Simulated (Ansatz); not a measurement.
Predict the output of the script below (the Ansatz DFT code, driven from Python).

`labrh3.cif`
```cif
data_LaBRh3
_cell_length_a 4.242000
_cell_length_b 4.242000
_cell_length_c 4.242000
_cell_angle_alpha 90.00000
_cell_angle_beta 90.00000
_cell_angle_gamma 90.00000
_symmetry_space_group_name_H-M 'P 1'
_symmetry_Int_Tables_number 1
loop_
_symmetry_equiv_pos_as_xyz
'x, y, z'
loop_
_atom_site_label
_atom_site_type_symbol
_atom_site_fract_x
_atom_site_fract_y
_atom_site_fract_z
La1 La    0.000000    0.000000    0.000000
B2 B    0.500000    0.500000    0.500000
Rh3 Rh    0.000000    0.500000    0.500000
Rh4 Rh    0.500000    0.000000    0.500000
Rh5 Rh    0.500000    0.500000    0.000000
```

`labrh3.py`:
```python
# -*- coding: utf-8 -*-
"""Editing single keys of the input for LaBRh3."""

from dataclasses import dataclass
import warnings

import ansatz as az
from ase.io import read


@dataclass(frozen=True)
class Settings:
    functional: str = "pbesol"
    k_spacing: float = 0.32


settings = Settings()


def main():
    warnings.simplefilter("ignore", az.DeckWarning)

    atoms = read("labrh3.cif")
    xtal = az.Crystal.from_ase(atoms)

    setup = xtal.calculation()
    setup = setup.functional(settings.functional).basis(17 * az.Ha)
    setup = setup.kpoints(spacing=settings.k_spacing).occupations(az.OccupationsMethod.FERMI_DIRAC, width=150 * az.meV)
    setup = setup.band_table()
    typed = setup.input()
    rows = []
    for value in [2, 6, 12]:
        edited = typed.set(az.key.scf.n_extra_bands, value)
        rep = az.Session.from_dict(edited).plan().execute().report
        rows.append((value, rep["free_energy_ev"], rep["n_iterations"], len(rep["eigenvalues_ev"][0]) if "eigenvalues_ev" in rep else 0))
    print("   extra bands            F eV      iterations    bands listed")
    for row in rows:
        print(f"{str(row[0]):>14s}  {row[1]:14.5f}  {row[2]:14d}  {row[3]:14d}")


if __name__ == "__main__":
    main()
```

```console
$ python labrh3.py
   extra bands            F eV      iterations    bands listed
             2    -25333.66595               6              35
             6    -25333.66595               6              39
            12    -25333.66595               6              45
```

What to keep in mind:
- Total energies depend on the potentials; only differences at equal settings carry meaning. A total without «per atom» is that of the cell as typed.
- The mesh is modest for a metal, so energies can be off by several to tens of meV an atom and pressures by half a GPa or more; differences at equal mesh fare better.
- The smearing is wide enough that free energy and stress hold a thermal part of the electrons.
- The structure is a deposited one; some such entries were measured under pressure or heat, so a shift against it needn't be the functional's error alone.
- Timing: 7.3 s on 1 thread of Arm Neoverse V1 (shared host), peak memory 0.49 GiB.

(A comment or docstring line of the script was reworded after the run, the code is as it ran; lines on the test bed's own set-up are left out of the output.)
